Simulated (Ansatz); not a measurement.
# ScSi2: one crystal by all-electron and frozen-core methods, part 2 of 2

The same cell of ScSi2 is computed with LAPW, all electrons, frozen-core PAW and all-electron PAW on datasets made for the crystal, to set the results side by side.

Ansatz 0.2.0; DFT PBE; a database cell (COD). «Crystal datasets» are all-electron PAW datasets made for this crystal. The steps go on from the part before.

## 3. Frozen-core PAW

Contents of input.yaml:

```yaml
crystal:
  lattice:
    - [3.6599987106, 0.0, 0.0]
    - [-1.8299993553, 3.1696518612, 0.0]
    - [0.0, 0.0, 3.87]
  atoms:
    - { symbol: Sc, position: [0.0, 0.0, 0.0] }
    - { symbol: Si, position: [0.3333333333, 0.6666666667, 0.5] }
    - { symbol: Si, position: [0.6666666667, 0.3333333333, 0.5] }
kpoints:
  mp_grid: { grid: [13, 13, 11] }
  band_path:
    path:
      - [0.0, 0.0, 0.0]
      - [0.5, 0.0, 0.0]
      - [0.3333333333, 0.3333333333, 0.0]
      - [0.0, 0.0, 0.0]
      - [0.0, 0.0, 0.5]
      - [0.5, 0.0, 0.5]
      - [0.3333333333, 0.3333333333, 0.5]
      - [0.0, 0.0, 0.5]
      - [0.5, 0.0, 0.5]
    npoints: 14
scf:
  occupations: { method: fermi_dirac, width: 0.05 }
hamiltonian:
  xc: pbe
  pseudopotentials: { kind: paw }
output:
  forces: true
  stress: true
  eigenvalues: true
  efg: { contact_densities: true }
  populations: true
  bader: true
  dos: { projected: true, de: 0.2, e_range: [-14, 8] }
  write_density: true
  write_potential: true
  elf: true
  volumetric_format: npy
```

On the command line:

```sh
> ansatz run input.yaml --threads 1 --pin off --max-ram 3072MiB --backend cpu --events-out ev --progress --plain --runs-dir out
```

Standard output:

```text
Engine: ansatz 0.2.0
Pseudopotentials: kind: paw
Pseudopotential: Sc, paw, valence charge 11, recommended cutoff 420 eV (normal)
Pseudopotential: Si, paw, valence charge 4, recommended cutoff 420 eV (normal)
Functional definition: PBE
  parameter kappa = 0.804
  parameter beta = 0.06672455060314922
  exchange = pbe_x(kappa = kappa, mu = beta*pi^2/3)
  correlation = pbe_c(beta = beta)
Crystal: 3 atoms, lattice volume = 44.896 Å³
Basis set: ecut = 420 eV, 877 PW (Γ), exchange–correlation on 50×50×54 points (8 copies of the dense FFT grid, shifted against one another)
Bands: 14, of which v1, the nominal top of the filled ones, is band 10 counted from 1 (9 counted from 0)
Symmetry: 24 space group operations
Space group: P6/mmm (ITA 191), of the structure as read, at distance tolerance 3.6e-5 Å
k-points: 126 of 1859
Non-local potential: Sc, projectors of the file, l = 0: 3, l = 1: 2, l = 2: 3, l = 3: 1
Non-local potential: Si, projectors of the file, l = 0: 2, l = 1: 2, l = 2: 2
PAW form: soft (Blöchl's): semilocal exchange-correlation on the pseudo side does not see the compensation charge
PAW one-centre angular grid: Sc, 590 points (default); XC on 64 Gauss nodes
PAW one-centre angular grid: Si, 110 points (default); XC on 64 Gauss nodes
Initial density: superposition of atomic densities (neutral atoms: chi_scale 0, normalization atom), corrected by the library's trained network
Initial wavefunctions: pseudopotential atomic-orbital guess
Functional: x = pbe(κ = 0.804, μ = 0.2195149727645171), c = pbe(β = 0.06672455060314922)
SCF iter   1: F=—  HF=-3407.689957 eV  |F-HF|=—  |Δ(HF+E_count)|=         —  Δρ=2.09e-3  dr2=2.88e-3  ethr=1.77e-3  ⟨swp⟩=5.2  Hψ=10346  notcnv=0
preconditioner: auto → none  [metal: Δε(μ)=0.003 eV  Ē_g=7.628 eV  σ=0.050 eV  W_gap=0.02  n_scr=8 (ndim 8)  ℏωp=18.4 eV  f_vac=0.000  D(μ)=2.07/eV (n_scr^D=20)  sad-step TF]
SCF iter   2: F=—  HF=-3407.689446 eV  |F-HF|=—  |Δ(HF+E_count)|=   5.11e-4  Δρ=1.19e-3  dr2=8.50e-4  ethr=1.52e-5  ⟨swp⟩=1.3  Hψ=2819  notcnv=0
SCF iter   3: F=—  HF=-3407.689368 eV  |F-HF|=—  |Δ(HF+E_count)|=   7.87e-5  Δρ=2.74e-4  dr2=9.11e-5  ethr=4.47e-6  ⟨swp⟩=2.0  Hψ=1984  notcnv=0
SCF iter   4: F=—  HF=-3407.689275 eV  |F-HF|=—  |Δ(HF+E_count)|=   9.30e-5  Δρ=9.01e-5  dr2=8.13e-6  ethr=4.79e-7  ⟨swp⟩=2.0  Hψ=2096  notcnv=0
SCF iter   5: F=—  HF=-3407.689273 eV  |F-HF|=—  |Δ(HF+E_count)|=   1.20e-6  Δρ=2.48e-5  dr2=3.89e-7  ethr=4.28e-8  ⟨swp⟩=2.2  Hψ=2362  notcnv=0
SCF iter   6: F=—  HF=-3407.689273 eV  |F-HF|=—  |Δ(HF+E_count)|=   4.01e-8  Δρ=1.00e-5  dr2=1.07e-7  ethr=5.26e-10  ⟨swp⟩=8.2  Hψ=11266  notcnv=0
SCF iter   7: F=-3407.689273 eV  HF=-3407.689273 eV  |F-HF|=6.70e-9  |Δ(HF+E_count)|=   2.51e-8  Δρ=2.71e-6  dr2=7.98e-9  ethr=5.26e-10  ⟨swp⟩=7.0  Hψ=8355  notcnv=0
SCF 1 converged in 7 iterations: F = -3407.689273 eV  dr2 = 7.98e-9
NSCF: frozen V_eff on 113 k-points
SCF converged after 7 iterations
Free energy (F): -3407.689273 eV
Harris-Foulkes:  -3407.689273 eV  (|F-HF|=6.70e-9)
Internal energy: -3407.673438 eV  (E = F + TS)
E sigma→0 (E₀):  -3407.681355 eV
Entropy (-TS):   -0.015836 eV (-5.279 meV/atom)
Fermi energy:    12.638888 eV
--- Per-component energies (eV) ---
  E_band       = -90.541194
  E_kinetic    = 357.282892
  E_local      = -842.339588  (includes V_loc(G=0)·N_el)
  E_nonlocal   = 137.930268
  E_hartree    = 305.446802
  E_xc         = -221.626915
  E_vxc        = -231.842740  (∫ρ·V_xc dr)
  E_paw        = -1982.361607  (= ΣΔE_a)
  E_vpaw       = -122.467431  (= ΣTr[D̂ρ^β])
  E_aug_tail   = 0.000020  (compensation charges beyond the density's cutoff)
  E_ewald      = -1162.005310
  E_smearing   = -0.015836  (= −TS)
  E_closure    = -0.000000  (closes the sum)
  Σ components = -3407.689273   (vs F -3407.689273, Δ=0.00e0)
--- Forces (eV/Å), atoms counted from 1 ---
  atom   1  Sc    -0.00000000     0.00000000     0.00000000
  atom   2  Si    -0.00000000     0.00000000     0.00000000
  atom   3  Si     0.00000000    -0.00000000     0.00000000
  max |Σ_I F_I| component: 9.25e-18 eV/Å
--- Stress (GPa, compression-positive) ---
       37.511954       0.000000       0.000000
       -0.000000      37.511954       0.000000
        0.000000       0.000000       0.955634
  P = ⅓ Tr σ = 25.3265 GPa (253.265 kbar)
--- PAW observables at the nuclei: V_zz in 10²¹ V/m², potentials from the cell's mean, atoms counted from 1 ---
  atom   1  Sc V_zz =    -0.492873   η = 0.0000   by run symmetry: allowed
            electrostatic potential = -2372.277817 V   contact ρ = 48552.632035 e/Å³
  atom   2  Si V_zz =    +1.073514   η = 0.0000   by run symmetry: allowed
            electrostatic potential = -1364.941750 V   contact ρ = 12809.173171 e/Å³
  atom   3  Si V_zz =    +1.073514   η = 0.0000   by run symmetry: allowed
            electrostatic potential = -1364.941750 V   contact ρ = 12809.173171 e/Å³
--- Band table (eV; the first three rows and the last of 126) ---
  k-point 0: bands = ["-36.9432", "-15.6411", "-15.5760", "-15.5760", "-1.2073", "9.0849", "9.1942", "9.1942", "10.5720", "13.7314", "13.7314", "13.8241", "14.2894", "14.2894"]
  k-point 1: bands = ["-36.9430", "-15.6470", "-15.5755", "-15.5755", "-1.1487", "8.4474", "9.2443", "9.2443", "11.1852", "13.1792", "13.1792", "13.8924", "14.9622", "14.9622"]
  k-point 2: bands = ["-36.9423", "-15.6628", "-15.5744", "-15.5744", "-0.9839", "7.4401", "9.3889", "9.3889", "12.1356", "12.5523", "12.5523", "14.0942", "14.5769", "14.5769"]
  k-point 125: bands = ["-36.9287", "-15.6740", "-15.6619", "-15.6440", "2.5314", "3.2717", "6.2195", "8.6938", "9.1274", "13.6590", "15.0947", "15.1410", "15.4674", "15.6799"]
--- Löwdin populations: 3 sites ---
  site symbol       q [e]
     0     Sc     10.4798
     1     Si      4.1474
     2     Si      4.1474
  spilling = 0.011864 (of n_electrons = 19.000000)
--- Bader charges: 3 sites ---
  site symbol  charge [e]  shift [e] shared [e]
     0     Sc      1.3802     0.0005     1.2639
     1     Si      0.5009     0.0535    -0.6320
     2     Si      0.5009     0.0535    -0.6319
  maxima off the nuclei: 3, with 2.3821 electrons
  on the straight line to a nucleus their density falls by 8.1e-3 to 8.2e-3 of itself; PAW files or a low cutoff
  can make one that falls by little (a run on other files and one at a higher cutoff tell): if they did, read the shared
  charge, to which what the maxima have on the atom's side is counted
  estimated error of the sums over rays = 1.0e-3 e
```

Wall time 2.1 min (1 thread of Intel Xeon Platinum 8488C (Sapphire Rapids), shared host).

Read from it: pressure 25.33 GPa; no gap; Vzz Sc1 -0.49 (η = 0.00), Si2 1.07 (η = 0.00) (10²¹ V/m²).

Density in a lattice plane of the grid's cell (edges 3.66 and 3.66 Å, at 0.500 of the third edge), which holds Si.

Values in e/Å³, 12 rows by 12 columns:
```
0.14 0.17 0.24 0.36 0.50 0.60 0.60 0.51 0.36 0.24 0.17 0.14
0.19 0.24 0.33 0.41 0.42 0.40 0.42 0.43 0.34 0.24 0.19 0.17
0.28 0.36 0.41 0.30 0.17 0.17 0.31 0.43 0.36 0.28 0.24 0.24
0.43 0.50 0.42 0.17 0.07 0.17 0.41 0.51 0.43 0.36 0.34 0.36
0.60 0.60 0.40 0.17 0.17 0.40 0.60 0.60 0.51 0.43 0.43 0.51
0.67 0.60 0.42 0.31 0.41 0.60 0.67 0.60 0.41 0.31 0.42 0.60
0.60 0.51 0.43 0.43 0.51 0.60 0.60 0.40 0.17 0.17 0.40 0.60
0.43 0.36 0.34 0.36 0.43 0.51 0.41 0.17 0.07 0.17 0.42 0.50
0.28 0.24 0.24 0.28 0.36 0.43 0.31 0.17 0.17 0.30 0.41 0.36
0.19 0.17 0.19 0.24 0.34 0.43 0.42 0.40 0.42 0.41 0.33 0.24
0.14 0.14 0.17 0.24 0.36 0.51 0.60 0.60 0.50 0.36 0.24 0.17
0.13 0.14 0.19 0.28 0.43 0.60 0.67 0.60 0.43 0.28 0.19 0.14
```
Columns run along the first of these edges and rows up along the second, over one cell in 12 and 12 even steps from the bottom left corner. Atoms in the plane (fractional): Si at (0.33, 0.67), Si at (0.67, 0.33).

ELF in the same plane.

Ten even steps from '0' (0.21) to '9' (0.86):
```
001234578999998865421100
112345677888877654321111
123445554444555554322111
344554321111134554432222
556542000000025665543334
677641012200246776554456
888630012102478887655567
998630000025799886545678
998630001368999864334689
998631013689998631013689
998643346899986310003689
987654568899752000003689
876555678887420121003688
665445567764200221014677
543334556652000000024565
322223445543111112345544
111122345555544445554432
111112345677888877654321
000112456889999987543210
000123567899999876532100
```
Columns run along the first of these edges and rows up along the second, over one cell in 24 and 20 even steps from the bottom left corner. Atoms in the plane (fractional): Si at (0.33, 0.67), Si at (0.67, 0.33).

Both are smooth fields of the valence electrons: close to the nuclei they are not physical.

Outside the cores ELF peaks at 0.86 on the Si–Si line, 1.1 Å from Si; 0.72 beside Si, off the lines to its neighbours, 1.0 Å from Si.

## 4. All-electron PAW on datasets made for the crystal

input.yaml: that of step 3 with these lines changed.

```diff
@@ -22,3 +22,3 @@
       - [0.5, 0.0, 0.5]
-    npoints: 14
+    npoints: 8
 scf:
@@ -27,3 +27,3 @@
   xc: pbe
-  pseudopotentials: { kind: paw }
+  pseudopotentials: { kind: all_electron, datasets: crystal }
 output:
@@ -33,8 +33 @@
   efg: { contact_densities: true }
-  populations: true
-  bader: true
-  dos: { projected: true, de: 0.2, e_range: [-14, 8] }
-  write_density: true
-  write_potential: true
-  elf: true
-  volumetric_format: npy
```

On the command line:

```sh
> ansatz run input.yaml --threads 1 --pin off --max-ram 3072MiB --backend cpu --events-out ev --progress --plain --runs-dir out
```

Standard output, shortened:

```text
[...]
[... 1 set-up line as earlier in the session ...]
Pseudopotential: Sc, paw, valence charge 11, recommended cutoff 240 eV (normal), Koelling and Harmon's equation, gaussian nucleus
Pseudopotential: Si, paw, valence charge 4, recommended cutoff 240 eV (normal), Koelling and Harmon's equation, gaussian nucleus
[... 1 set-up line as earlier in the session ...]
[...]
Crystal: 3 atoms, lattice volume = 44.896 Å³
Basis set: ecut = 240 eV, 393 PW (Γ), exchange–correlation on 40×40×40 points (8 copies of the dense FFT grid, shifted against one another)
Bands: 14, of which v1, the nominal top of the filled ones, is band 10 counted from 1 (9 counted from 0)
[... 2 set-up lines as earlier in the session ...]
k-points: 126 of 1859
[...]
--- Stress (GPa, compression-positive) ---
       37.370408       0.000000       0.000000
        0.000000      37.370408       0.000000
        0.000000       0.000000       0.927997
  P = ⅓ Tr σ = 25.2229 GPa (252.229 kbar)
--- PAW observables at the nuclei: V_zz in 10²¹ V/m², potentials from the cell's mean, atoms counted from 1 ---
  atom   1  Sc V_zz =    -0.526321   η = 0.0000   by run symmetry: allowed
            electrostatic potential = -2372.287050 V   contact ρ = 48598.419196 e/Å³
  atom   2  Si V_zz =    +0.936034   η = 0.0000   by run symmetry: allowed
            electrostatic potential = -1364.383160 V   contact ρ = 12818.168767 e/Å³
  atom   3  Si V_zz =    +0.936034   η = 0.0000   by run symmetry: allowed
            electrostatic potential = -1364.383160 V   contact ρ = 12818.168767 e/Å³
--- Band table (eV; the first three rows and the last of 126) ---
  k-point 0: bands = ["-35.6809", "-14.3771", "-14.3123", "-14.3123", "0.0563", "10.3472", "10.4578", "10.4578", "11.8391", "14.9985", "14.9985", "15.0829", "15.5555"]
[...]
```

It took 19 s on 1 thread of Intel Xeon Platinum 8488C (Sapphire Rapids), shared host.

This run gives: pressure 25.22 GPa; no gap; Vzz Sc1 -0.53 (η = 0.00), Si2 0.94 (η = 0.00) (10²¹ V/m²).

| atom | contact density (e/Å³) |
| --- | --- |
| Sc1 | 48598.42 |
| Si2 | 12818.17 |

## 5. Side by side

| method | pressure (GPa) | Vzz Sc1 (10²¹ V/m²) | Vzz Si2 (10²¹ V/m²) | SCF cycles, all passes |
| --- | --- | --- | --- | --- |
| LAPW | 25.23 | – | – | 9 |
| PAW | 25.33 | -0.49 | 1.07 | 7 |
| crystal datasets | 25.22 | -0.53 | 0.94 | 9 |

## 6. Outcome

What follows sums up all 2 parts.

```
         quantity                                              value
         pressure  LAPW 25.23, PAW 25.33, crystal datasets 25.22 GPa
       gap (LAPW)                                               none
highest ELF (PAW)                               0.86, 1.06 Å from Si
```

**Reading.** At this geometry the cell is under compression of 25.2 GPa, so it would expand if let go. With 41 electrons in the bands of a cell, and no spin, a band must be partly filled: it is a metal at this level. Within 0.3 eV of the Fermi level the largest projected share is Sc 3d (50 %). The projection holds only the free atom's occupied shells (Sc 4s, Sc 3d, Si 3s, Si 3p in this range). The field gradient at Si2, the largest by crystal datasets, is 1.07 by PAW and 0.94 by crystal datasets (10²¹ V/m²); frozen cores can miss part of the core's response. In pressure, PAW differs from LAPW by +0.10 GPa.
